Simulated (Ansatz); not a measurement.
Crystal: FeSe2.

```xyz
3
Lattice="0.0000 3.0738 3.0738 3.0738 0.0000 3.0738 3.0738 3.0738 0.0000" Properties=species:S:1:pos:R:3 pbc="T T T"
Fe    0.0000    0.0000    0.0000
Se    1.5369    1.5369    1.5369
Se    4.6108    4.6108    4.6108
```

The cell comes from a database or a generator and needn't be the stable form of this composition.

A run of Ansatz 0.2.0 on this cell left the log below. Logs are shortened: lines on timing, memory, paths and dates and some standing lists are left out, and cuts for length are marked.

```text
Warning: RAYON_NUM_THREADS=2 ignored (pool sized by the plan → 2); use --threads N
Fe: projections on atomic orbitals take those of the free atom [Ne] 3s2 3p6 3d6 4s2, of charge +0.00 (hamiltonian.pseudopotentials.projection_atoms); the dataset's partial waves leave at most 1.1e-6 of an orbital's norm unspanned inside its sphere
Se: projections on atomic orbitals take those of the free atom [Ar] 3d10 4s2 4p4, of charge +0.00 (hamiltonian.pseudopotentials.projection_atoms); the dataset's partial waves leave at most 2.3e-6 of an orbital's norm unspanned inside its sphere
Engine: ansatz 0.2.0, aarch64-unknown-linux-gnu
Pseudopotentials: kind: paw
Pseudopotential: Fe, paw, valence charge 16, recommended cutoff 500 eV (meta_gga), Fe.paw.azcp
Pseudopotential: Se, paw, valence charge 16, recommended cutoff 500 eV (meta_gga), Se.paw.azcp
Functional definition: r2SCAN
  parameter k0 = 0.174
  parameter k1 = 0.065
  parameter a1 = 4.9479
  exchange = r2scan_x(k0 = k0, k1 = k1, a1 = a1)
  correlation = r2scan_c
Crystal: 3 atoms, lattice volume = 58.087 Å³
Basis set: ecut = 500 eV, 1459 PW (Γ), exchange–correlation on 128×128×128 points (64 copies of the dense FFT grid, shifted against one another)
Bands: 29, of which v1, the nominal top of the filled ones, is band 24 counted from 1 (23 counted from 0)
Symmetry: 48 space group operations
Space group: Fm-3m (ITA 225), of the structure as read, at distance tolerance 3.9e-5 Å
k-points: 10 of 125
Non-local potential: Fe, projectors of the file, l = 0: 3, l = 1: 2, l = 2: 3, l = 3: 1
Non-local potential: Se, projectors of the file, l = 0: 2, l = 1: 2, l = 2: 3, l = 3: 1
PAW form: soft (Blöchl's): semilocal exchange-correlation on the pseudo side does not see the compensation charge
PAW frozen core: Fe, regenerated for the run's functional (the file was generated under x = pbe(κ = 0.804, μ = 0.2195149727645171), c = pbe(β = 0.06672455060314922))
PAW frozen core: Se, regenerated for the run's functional (the file was generated under x = pbe(κ = 0.804, μ = 0.2195149727645171), c = pbe(β = 0.06672455060314922))
PAW one-centre angular grid: Fe, 590 points (default); XC on 160 Gauss nodes
PAW one-centre angular grid: Se, 590 points (default); XC on 160 Gauss nodes
Initial density: superposition of atomic densities (chi_scale 0.1, normalization cell, long waves kept (reshape's long-wave potential 0.00 eV rms))
Initial wavefunctions: pseudopotential atomic-orbital guess
[... 22 lines left out ...]
Internal energy: -15435.657538 eV  (E = F + TS)
E sigma→0 (E₀):  -15435.659187 eV
Entropy (-TS):   -0.003298 eV (-1.099 meV/atom)
Fermi energy:    11.187833 eV
--- Per-component energies (eV) ---
  E_band       = -1071.726137
  E_kinetic    = 583.022637
  E_local      = -7146.891256  (includes V_loc(G=0)·N_el)
  E_nonlocal   = -963.109868
  E_hartree    = 3365.950969
  E_xc         = -306.832653
  E_vxc        = -374.957565  (∫ρ·V_xc dr)
  E_hubbard    = 5.418129  (on-site DFT+U / exact-exchange correction)
  E_vhub       = -13.037759  (the Hubbard potential's part of the band-sum identity)
  E_paw        = -5230.447823  (= ΣΔE_a)
  E_vpaw       = 89.404131  (= ΣTr[D̂ρ^β])
  E_aug_tail   = -0.000154  (compensation charges beyond the density's cutoff)
  E_vtau       = 21.948113  (kinetic-family band-sum trace: ∫τ·v_τ [+ j·A + Jᵃ·Aᵃ] dr)
  E_ewald      = -5738.948503
  E_core_change = -3.819015  (= ΣΔE_core)
  E_smearing   = -0.003298  (= −TS)
  E_closure    = 0.000000  (closes the sum)
  Σ components = -15435.660835   (vs F -15435.660835, Δ=0.00e0)
--- Forces (eV/Å), atoms counted from 1 ---
  atom   1  Fe    -0.00000000     0.00000000     0.00000000
  atom   2  Se     0.00000000    -0.00000000     0.00000000
  atom   3  Se    -0.00000000    -0.00000000     0.00000000
  max |Σ_I F_I| component: 6.94e-18 eV/Å
--- Stress (GPa, compression-positive) ---
       -8.638059       0.000000      -0.000000
        0.000000      -8.638059       0.000000
        0.000000       0.000000      -8.638059
  P = ⅓ Tr σ = -8.6381 GPa (-86.381 kbar)
--- Band table (eV; the first three rows and the last of 10) ---
  k-point 0: bands = ["-78.8618", "-43.6178", "-43.6178", "-43.6178", "-38.0614", "-38.0614", "-38.0566", "-38.0566", "-38.0566", "-38.0518", "-38.0518", "-38.0518", "-38.0450", "-38.0450", "-4.8566", "-0.3909", "6.3038", "6.3038", "6.3038", "6.4062", "6.4062", "10.7981", "10.7981", "10.7981", "12.3086", "12.3086", "12.3086", "15.4810", "15.4810"]
  k-point 1: bands = ["-78.8618", "-43.6179", "-43.6178", "-43.6178", "-38.0598", "-38.0598", "-38.0563", "-38.0561", "-38.0561", "-38.0523", "-38.0523", "-38.0522", "-38.0466", "-38.0466", "-4.5125", "-0.9815", "6.2450", "6.2450", "6.6098", "6.6098", "6.8620", "9.3622", "10.0488", "10.0488", "11.8118", "12.2214", "12.2214", "16.0281", "16.4898"]
  k-point 2: bands = ["-78.8618", "-43.6181", "-43.6178", "-43.6178", "-38.0556", "-38.0556", "-38.0552", "-38.0549", "-38.0549", "-38.0535", "-38.0535", "-38.0535", "-38.0506", "-38.0506", "-3.5634", "-2.2460", "6.0416", "6.0416", "7.3485", "7.4213", "7.4213", "8.2803", "8.6622", "8.6622", "11.2099", "12.1174", "12.1174", "17.3981", "18.8078"]
  k-point 9: bands = ["-78.8618", "-43.6181", "-43.6180", "-43.6179", "-38.0585", "-38.0562", "-38.0559", "-38.0550", "-38.0544", "-38.0539", "-38.0536", "-38.0525", "-38.0504", "-38.0476", "-3.0751", "-2.3713", "4.5785", "4.8450", "6.6207", "7.1947", "7.2715", "8.4775", "9.5854", "10.8266", "11.6199", "12.4835", "13.4463", "15.5711", "17.8880"]
Occupation matrices written to <dir>
```

Task: What input gives this log?

Result: Single point with r2SCAN+U, no spin polarisation. The files as run (others can give the same):

input.yaml
```yaml
crystal:
  lattice:
    - [0.0, 3.07384615, 3.07384615]
    - [3.07384615, 0.0, 3.07384615]
    - [3.07384615, 3.07384615, 0.0]
  atoms:
    - { symbol: Fe, position: [0.0, 0.0, 0.0] }
    - { symbol: Se, position: [0.25, 0.25, 0.25] }
    - { symbol: Se, position: [0.75, 0.75, 0.75] }
hamiltonian:
  xc: r2scan
  pseudopotentials: { kind: paw }
  hubbard: { sites: [{ species: Fe, l: d, u_eff: 7.0 }] }
kpoints:
  mp_grid: { grid: [5, 5, 5] }
scf:
  occupations: { method: gaussian, width: 0.05 }
output:
  forces: true
  stress: true
  eigenvalues: true
  write_density: true
  write_potential: true
  elf: true
  volumetric_format: npy
```

Potentials or basis: Ansatz PAW.
Command:
```sh
$ ansatz run input.yaml --threads 2 --pin off --max-ram 5632MiB --backend cpu --events-out ev --progress --plain --runs-dir out
```

Caveat: odd divisions of the mesh miss points on the zone boundary, where band edges often lie, so the gap on the mesh can be too wide; the PAW data sets come from PBE, with cores solved anew for the run's functional, which leaves a small shift of forces and pressure.
